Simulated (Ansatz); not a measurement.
# CuN+ (doublet): the correlation ladder, def2-QZVPP

One table from this session's results is given with a row withheld; the runs are named, their logs left out.

Program: Ansatz 0.2.0, Gaussian basis. Level of theory: def2-QZVPP, core rule «outside noble gas», up to 10 orbitals frozen. These are calculated values, not measurements.

The runs, in order: UHF; ROHF; CCSD(T) on UHF.

2 further runs of the same task are left out: 2 set aside as unsound or not needed.

### The system

The geometry is a PBE0/def2-TZVP stationary point (not a proven minimum) of the parent state, kept for this charge and spin.

2 atoms, charge 1, spin multiplicity 2.

Atoms are counted from 1 here; the program's logs count them from 0.

Bond lengths: Cu1–N2 1.810 Å.

Set-up of the first run:

in.yaml reads:

```yaml
crystal:
  periodic: [false, false, false]
  atoms:
    - {symbol: Cu, position_ang: [0.000000, 0.000000, 0.000000]}
    - {symbol: N, position_ang: [0.000000, 0.000000, 1.810200]}
basis:
  gaussian: {orbitals: "def2-QZVPP.json"}
total_charge: 1
magnetization: {spin_polarized: true, initial_magnetization: 1}
hamiltonian: {xc: hf}
output: {orbitals: {seedname: orbitals}}
```

Launch:

```sh
$ ansatz run in.yaml --threads 1 --pin off --events-out ev --progress --plain --max-ram 4096MiB --backend cpu
```

Among the steps run: UHF; ROHF; CCSD(T) on UHF.

One of the session's tables, all rows but one given; the rest of the session is left out.

```
  method  from UCCSD(T) (kJ/mol)
    ROHF                 +1749.3
    UMP2                       ?
   UCCSD                   +92.6
UCCSD(T)                       0
```

Estimate the missing values for UMP2.

The run gave: from UCCSD(T) (kJ/mol): +3.9. In the column «from UCCSD(T) (kJ/mol)» it lies between UCCSD(T) (0) and UCCSD (+92.6).

Left out of the table: UHF (another determinant or state than the rows shown).

The program flags UCCSD(T) as in doubt (see the logs), so the zero of the table is itself unsure.

Caveats from the session: The determinant is far from a pure spin state, so its energy mixes those of several spin states (harmless only where they are near-degenerate, as at dissociation). The program flags UCCSD(T) as in doubt, so the zero of the table is itself unsure. Warnings: spin contamination; coupled cluster took another determinant than the lowest.
